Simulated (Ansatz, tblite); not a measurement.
# Si11H18 ring sphere (Si₁₁H₁₈): which spin state is lowest

Aim: set other spin states of Si11H18 ring sphere (Si₁₁H₁₈) against its singlet, on many levels of theory.

Computed with Ansatz 0.2.0, Gaussian basis. Level: as each input shows.

Plan: triplet, at the geometry of the singlet (GFN1-xTB, GFN2-xTB, PBE0-D4/def2-TZVP, PBE-D4/def2-TZVP); the singlet's energies come from earlier runs.

## Step 1: The relaxed structure

The singlet was relaxed beforehand with PBE-D4/def2-SVP.

29 atoms, charge 0, spin multiplicity 1.

Bond lengths: Si1–Si2 2.355 Å, Si1–Si7 2.354 Å, Si1–H12 1.509 Å, Si1–H13 1.509 Å, Si2–Si4 2.368 Å, Si2–Si5 2.355 Å, Si2–H14 1.510 Å, Si3–Si4 2.353 Å, Si3–Si8 2.354 Å, Si3–H15 1.509 Å, Si3–H16 1.509 Å, Si4–Si6 2.353 Å, Si4–H17 1.512 Å, Si5–Si10 2.354 Å, Si5–H18 1.509 Å, Si5–H19 1.509 Å, Si6–Si11 2.354 Å, Si6–H20 1.509 Å and more. Angles: Si2–Si1–Si7 108.9°, Si2–Si1–H12 110.4°, Si2–Si1–H13 109.5°, Si7–Si1–H12 109.7°, Si7–Si1–H13 109.9°, H12–Si1–H13 108.4°, Si1–Si2–Si4 110.9°, Si1–Si2–Si5 107.5°, Si1–Si2–H14 109.5°, Si4–Si2–Si5 110.9°, Si4–Si2–H14 108.4°, Si5–Si2–H14 109.5°, Si4–Si3–Si8 112.5°, Si4–Si3–H15 108.7°, Si4–Si3–H16 109.3°, Si8–Si3–H15 108.3°, Si8–Si3–H16 109.7°, H15–Si3–H16 108.3° and more.

Geometry (Å):

```
Si    0.1037   -2.1330   -1.9168
Si   -1.7844   -1.0310   -1.0417
Si    0.1648   -2.1333    2.1523
Si   -1.7202   -0.9940    1.3254
Si   -1.7962    1.1554   -1.9161
Si   -1.7675    1.2084    2.1516
Si    2.0464   -1.0828   -1.1009
Si    2.1789   -1.3158    1.2482
Si    2.0627    1.1920   -1.7068
Si    0.0840    2.3137   -1.1002
Si   -0.0516    2.5437    1.2491
H     0.1010   -3.5858   -1.5087
H     0.0757   -2.0617   -3.4237
H    -3.0376   -1.7549   -1.4741
H     0.0425   -3.5935    1.7926
H     0.1980   -2.0179    3.6568
H    -2.9529   -1.7068    1.8325
H    -1.7489    1.0962   -3.4231
H    -3.0561    1.8784   -1.5074
H    -3.0930    1.8316    1.7897
H    -1.6530    1.1801    3.6562
H     3.2630   -1.7361   -1.7146
H     3.2896   -2.2798    1.5854
H     2.5134    0.0104    1.8821
H     2.2425    1.2960   -3.2021
H     3.2362    1.8697   -1.0425
H     0.1253    3.6943   -1.7132
H     1.2638    2.1688    1.8830
H    -0.3300    3.9876    1.5872
```

## Step 2: Triplet at the fixed geometry, GFN1-xTB

Tight binding, by tblite at 300 K electronic temperature and without a spin-polarisation term:

```python
tblite.interface.Calculator('GFN1-xTB', numbers, positions, charge=0, uhf=2).singlepoint()
```

Energy -812.1919 eV; 0.11 s.

## Step 3: Triplet at the fixed geometry, GFN2-xTB

Tight binding, by tblite at 300 K electronic temperature and without a spin-polarisation term:

```python
tblite.interface.Calculator('GFN2-xTB', numbers, positions, charge=0, uhf=2).singlepoint()
```

Energy -759.4666 eV; 0.15 s.

## Step 4: Triplet at the fixed geometry, PBE0-D4/def2-TZVP

in.yaml

```yaml
crystal:
  periodic: [false, false, false]
  atoms:
    - {symbol: Si, position_ang: [0.103710, -2.133048, -1.916806]}
    - {symbol: Si, position_ang: [-1.784406, -1.031015, -1.041739]}
    - {symbol: Si, position_ang: [0.164798, -2.133291, 2.152333]}
    - {symbol: Si, position_ang: [-1.720188, -0.993953, 1.325373]}
    - {symbol: Si, position_ang: [-1.796249, 1.155439, -1.916146]}
    - {symbol: Si, position_ang: [-1.767453, 1.208357, 2.151644]}
    - {symbol: Si, position_ang: [2.046358, -1.082787, -1.100878]}
    - {symbol: Si, position_ang: [2.178867, -1.315806, 1.248199]}
    - {symbol: Si, position_ang: [2.062723, 1.191955, -1.706816]}
    - {symbol: Si, position_ang: [0.083995, 2.313741, -1.100173]}
    - {symbol: Si, position_ang: [-0.051584, 2.543744, 1.249081]}
    - {symbol: H, position_ang: [0.100991, -3.585761, -1.508699]}
    - {symbol: H, position_ang: [0.075717, -2.061740, -3.423687]}
    - {symbol: H, position_ang: [-3.037646, -1.754915, -1.474132]}
    - {symbol: H, position_ang: [0.042463, -3.593510, 1.792601]}
    - {symbol: H, position_ang: [0.198040, -2.017899, 3.656761]}
    - {symbol: H, position_ang: [-2.952943, -1.706777, 1.832504]}
    - {symbol: H, position_ang: [-1.748918, 1.096161, -3.423066]}
    - {symbol: H, position_ang: [-3.056064, 1.878447, -1.507402]}
    - {symbol: H, position_ang: [-3.093028, 1.831610, 1.789712]}
    - {symbol: H, position_ang: [-1.652968, 1.180130, 3.656238]}
    - {symbol: H, position_ang: [3.262989, -1.736121, -1.714575]}
    - {symbol: H, position_ang: [3.289561, -2.279817, 1.585381]}
    - {symbol: H, position_ang: [2.513394, 0.010420, 1.882067]}
    - {symbol: H, position_ang: [2.242538, 1.296013, -3.202143]}
    - {symbol: H, position_ang: [3.236171, 1.869651, -1.042529]}
    - {symbol: H, position_ang: [0.125340, 3.694348, -1.713244]}
    - {symbol: H, position_ang: [1.263771, 2.168775, 1.882974]}
    - {symbol: H, position_ang: [-0.329950, 3.987648, 1.587157]}
basis:
  gaussian: {orbitals: def2-TZVP, fitting: {mean_field: def2-universal-jkfit}}
magnetization: {spin_polarized: true, initial_magnetization: 2}
hamiltonian: {xc: pbe0, dispersion: d4}
scf: {omitted_lower_state_checks: [starts]}
output: {orbitals: {seedname: orbitals}}
```

On the command line:

```bash
ansatz run in.yaml --threads 2 --pin off --events-out ev --progress --plain --max-ram 22528MiB --backend cuda --devices 0, --max-vram 18GiB
```

The program printed:

```text
Functional definition: PBE0
  name "PBE0"
  cite "Adamo & Barone, J. Chem. Phys. 110, 6158 (1999) doi:10.1063/1.478522"
  cite "Perdew, Burke & Ernzerhof, Phys. Rev. Lett. 77, 3865 (1996) doi:10.1103/PhysRevLett.77.3865"
  parent pbe
  parameter a = 0.25
  parameter kappa = 0.804
  parameter beta = 0.06672455060314922
  exchange = (1 - a)*pbe_x(kappa = kappa, mu = beta*pi^2/3) + a*exact_x
  correlation = pbe_c(beta = beta)
these checks for a lower state are left out or cut short: starts
1732 factors; integrals over basis functions are off by at most 6.0e-1 eV
mean field evaluation 1: about -86909.1302 eV, gradient 1.4e1 eV
mean field evaluation 2: about -86909.5615 eV, gradient 1.1e1 eV
mean field evaluation 4: about -86910.6455 eV, gradient 1.4e0 eV
mean field evaluation 8: about -86910.6505 eV, gradient 2.3e-1 eV
mean field evaluation 16: about -86910.6527 eV, gradient 1.2e-2 eV
mean field evaluation 32: about -86910.6527 eV, gradient 1.0e-4 eV
mean field -86910.65271697 eV, -3193.9075771925 hartree, gradient 1.2e-5 eV, S^2 2.008436; 0 other end points of the search recorded, 0 dependent functions left out
reference -86910.65277961 eV, -3193.9075794943 hartree; 87, 85 occupied and 428, 430 virtual orbitals, 1732 factors
Total energy: -86912.06673112 eV, -3193.9595412541 hartree
Checks for a lower state left out: starts
```

Wall time 11 s (1 × H100 (card shared with other runs) with 2 threads of AMD EPYC 7R13, shared host); peak host memory 1.2 GiB.

HOMO -2.88 eV, LUMO -6.32 eV (over both spins; with the spin held, an empty level of the minority spin lies below the top filled one); ⟨S²⟩ 2.008 (pure: 2.00).

## Step 5: Triplet at the fixed geometry, PBE-D4/def2-TZVP

start.molden holds the orbitals of an earlier run on this state, given as this run's starting guess.

in.yaml, as its differences from that of step 4:

```diff
@@ -33,5 +33,5 @@
 basis:
-  gaussian: {orbitals: def2-TZVP, fitting: {mean_field: def2-universal-jkfit}}
+  gaussian: {orbitals: def2-TZVP, fitting: {mean_field: def2-universal-jkfit}, initial_orbitals: start.molden}
 magnetization: {spin_polarized: true, initial_magnetization: 2}
-hamiltonian: {xc: pbe0, dispersion: d4}
+hamiltonian: {xc: pbe, dispersion: d4}
 scf: {omitted_lower_state_checks: [starts]}
```

The command is unchanged.

The program printed:

```text
Functional definition: PBE
  name "PBE"
  cite "Perdew, Burke & Ernzerhof, Phys. Rev. Lett. 77, 3865 (1996) doi:10.1103/PhysRevLett.77.3865"
  parent pbe
  parameter kappa = 0.804
  parameter beta = 0.06672455060314922
  exchange = pbe_x(kappa = kappa, mu = beta*pi^2/3)
  correlation = pbe_c(beta = beta)
these checks for a lower state are left out or cut short: starts
1732 factors; integrals over basis functions are off by at most 6.0e-1 eV
mean field evaluation 1: about -86901.9022 eV, gradient 1.4e1 eV
mean field evaluation 2: about -86902.2465 eV, gradient 5.1e-1 eV
mean field evaluation 4: about -86902.2297 eV, gradient 1.5e0 eV
mean field evaluation 8: about -86902.2513 eV, gradient 1.6e-2 eV
mean field evaluation 16: about -86902.2513 eV, gradient 3.1e-5 eV
mean field -86902.25133849 eV, -3193.5988322280 hartree, gradient 2.8e-6 eV, S^2 2.003128; 0 other end points of the search recorded, 0 dependent functions left out
reference -86902.25142076 eV, -3193.5988352513 hartree; 87, 85 occupied and 428, 430 virtual orbitals, 1732 factors
Total energy: -86903.82026113 eV, -3193.6564890716 hartree
Checks for a lower state left out: starts
```

It took 12 s on 1 × H100 (card shared with other runs) with 2 threads of AMD EPYC 7R13, shared host; peak host memory 1.2 GiB.

From the report: HOMO -2.44 eV, LUMO -6.52 eV (over both spins; with the spin held, an empty level of the minority spin lies below the top filled one); ⟨S²⟩ 2.003 (pure: 2.00).

## Step 6: Triplet less singlet, vertical

The singlet's energies are those of its earlier runs, whose logs aren't repeated here.

```
            level  triplet less singlet, vertical (kcal/mol)    time
         GFN1-xTB                                      +63.5  0.18 s
         GFN2-xTB                                      +68.8  0.23 s
 PBE-D4/def2-TZVP                                      +95.5    15 s
PBE0-D4/def2-TZVP                                     +107.4    16 s
```

Times add the two runs; a level without a time comes out of a correlated run. Tight binding without a spin term can't rank spin states.

## Step 7: What came out

```
                                                quantity                                        value
triplet less singlet, vertical, functionals in def2-TZVP  +95.5 (PBE-D4) to +107.4 kcal/mol (PBE0-D4)
```

All functionals put the triplet above the singlet, over a spread of 11.8 kcal/mol. The checks for a lower triplet were left out, so another state of that spin may lie lower. These are electronic energies, without zero-point motion, entropy or surroundings.
